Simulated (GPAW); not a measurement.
# PBE/real-space grid (scalar-relativistic datasets) run of CH4AsN (SMILES C1N[AsH]1)

Wanted: ionisation energies of CH4AsN. The job is set up through an ASE script.

The results are computed with GPAW 26.7.0.

### Step 1. The system as given

CH4AsN has 7 atoms, charge 0, and is taken as a singlet. As SMILES, `C1N[AsH]1`. The shape is that of a PBE0-D4/def2-TZVP optimisation.

Bond lengths: C1–N2 1.429 Å, C1–As3 1.965 Å, N2–As3 1.924 Å, C1–H4 1.085 Å, C1–H5 1.086 Å, N2–H6 1.014 Å, As3–H7 1.535 Å. Some angles: C1–N2–As3 70.0°, N2–C1–As3 66.9°, C1–As3–N2 43.1°, C1–N2–H6 111.6°, As3–N2–H6 109.9°, N2–C1–H4 114.8°, N2–C1–H5 119.9°, As3–C1–H4 115.3°, As3–C1–H5 116.5°, C1–As3–H7 92.2°.

### Step 2. Ionisation energies at PBE/real-space grid (scalar-relativistic datasets)

ch4asn.xyz reads:

```xyz
7

C     -0.558800    -0.027500    -0.489100
N     -0.466700     0.191100     0.920000
As     0.756200    -1.194700     0.387100
H     -1.470300    -0.517900    -0.815700
H     -0.165800     0.714400    -1.178700
H      0.045600     1.040100     1.133900
H      1.920900    -0.273600    -0.003100
```

ch4asn_ipea.py reads:

```python
from ase.io import read
from gpaw import GPAW

system = read('ch4asn.xyz')
system.center(vacuum=4.5)

energies = {}
for name, charge, unpaired in [('neutral', 0, 0), ('oxidised', 1, 1)]:
    system.set_initial_magnetic_moments([unpaired / len(system)] * len(system))
    gpaw_calc = GPAW(mode='fd',
                     occupations={'name': 'fermi-dirac', 'width': 0.0, 'fixmagmom': unpaired > 0},
                     maxiter=100,
                     h=0.25,
                     charge=charge,
                     symmetry='off',
                     xc='PBE',
                     txt='-')
    system.calc = gpaw_calc
    energies[name] = system.get_potential_energy()
    print(f'{name:10} {energies[name]:12.5f} eV')

ip = energies['oxidised'] - energies['neutral']
print(f'Vertical IP: {ip:.3f} eV')
```

Started as:

```
$ python ch4asn_ipea.py
```

**Question.** What will come out? Wanted: first ionisation energy.

**Answer.** As computed:

At PBE/real-space grid (scalar-relativistic datasets):

```
               quantity    value
first ionisation energy  9.07 eV
```
